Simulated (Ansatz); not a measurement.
**GeNH2+ (singlet): from Hartree-Fock to the top rungs, cc-pVTZ**

Aim: climb from Hartree-Fock through coupled cluster and multireference methods for GeNH2+ (singlet) at one geometry and basis, and see what each rung misses.

Method: cc-pVTZ, core rule «outside noble gas», up to 15 orbitals frozen; program: Ansatz 0.2.0, Gaussian basis.

To be run: UHF; CCSD(T) on RHF; BCCD(T) on RHF; CCSDT(Q) on RHF; CASSCF and MRCISD+Q, 10 electrons in 10 orbitals; CASSCF and NEVPT2, 10 electrons in 10 orbitals.

4 further runs of the same task are left out: 4 set aside as unsound or not needed.

**1. The geometry**

The geometry is a PBE0/def2-TZVP stationary point (not a proven minimum) of the parent state, kept for this charge and spin. No spin-orbit coupling is included. The filled d shell of Ge may be among the frozen orbitals whatever the setting's name suggests; the logs give the count.

4 atoms, charge 1, spin multiplicity 1.

Atoms are counted from 1 here; the program's logs count them from 0.

Bond lengths: Ge1–N2 1.816 Å, N2–H3 1.009 Å, N2–H4 1.009 Å. Angles: Ge1–N2–H3 124.1°, Ge1–N2–H4 124.1°, H3–N2–H4 111.9°.

**2. UHF**

in.yaml

```yaml
crystal:
  periodic: [false, false, false]
  atoms:
    - {symbol: Ge, position_ang: [0.000000, 0.000000, 0.341103]}
    - {symbol: N, position_ang: [0.000000, 0.000000, -1.475302]}
    - {symbol: H, position_ang: [0.000000, 0.836103, -2.040604]}
    - {symbol: H, position_ang: [0.000000, -0.836103, -2.040604]}
basis:
  gaussian: {orbitals: cc-pVTZ}
total_charge: 1
magnetization: {spin_polarized: true, initial_magnetization: 0}
hamiltonian: {xc: hf}
output: {orbitals: {seedname: orbitals}}
```

Command:

```sh
> ansatz run in.yaml --threads 1 --pin off --events-out ev --progress --plain --max-ram 2816MiB --backend cpu
```

The runs that follow: CCSD(T) on RHF; BCCD(T) on RHF; CCSDT(Q) on RHF; CASSCF and MRCISD+Q, 10 electrons in 10 orbitals; CASSCF and NEVPT2, 10 electrons in 10 orbitals.

Before running them: what should the planned runs give, taken together? Wanted: RCCSDT(Q) below the RHF energy; RMP2 from RCCSDT(Q); RCCSD from RCCSDT(Q); RCCSD(T) from RCCSDT(Q); NEVPT2 valence from RCCSDT(Q); MRCISD+Q valence from RCCSDT(Q); T1 diagnostic; effectively unpaired electrons.

As calculated:

| quantity | value |
| --- | --- |
| RCCSDT(Q) below the RHF energy | -8.6139 eV |
| RMP2 from RCCSDT(Q) | +19.36 kcal/mol |
| RCCSD from RCCSDT(Q) | +8.88 kcal/mol |
| RCCSD(T) from RCCSDT(Q) | +0.86 kcal/mol |
| NEVPT2 valence from RCCSDT(Q) | +26.67 kcal/mol |
| MRCISD+Q valence from RCCSDT(Q) | +2.16 kcal/mol |
| levels within 1 kcal/mol (43 meV) | RCCSD(T), BCCD(T), RCCSDT |
| T1 diagnostic | 0.020 |
| effectively unpaired electrons | 0.05 |

**Reading.** RCCSD(T) misses by +0.86 kcal/mol, 0.4 % of the correlation energy. One determinant dominates. Of the multireference levels listed MRCISD+Q valence comes nearest in total energy (+2.16 kcal/mol), which doesn't show that its space is the better one. These misses are within one basis, not against nature.
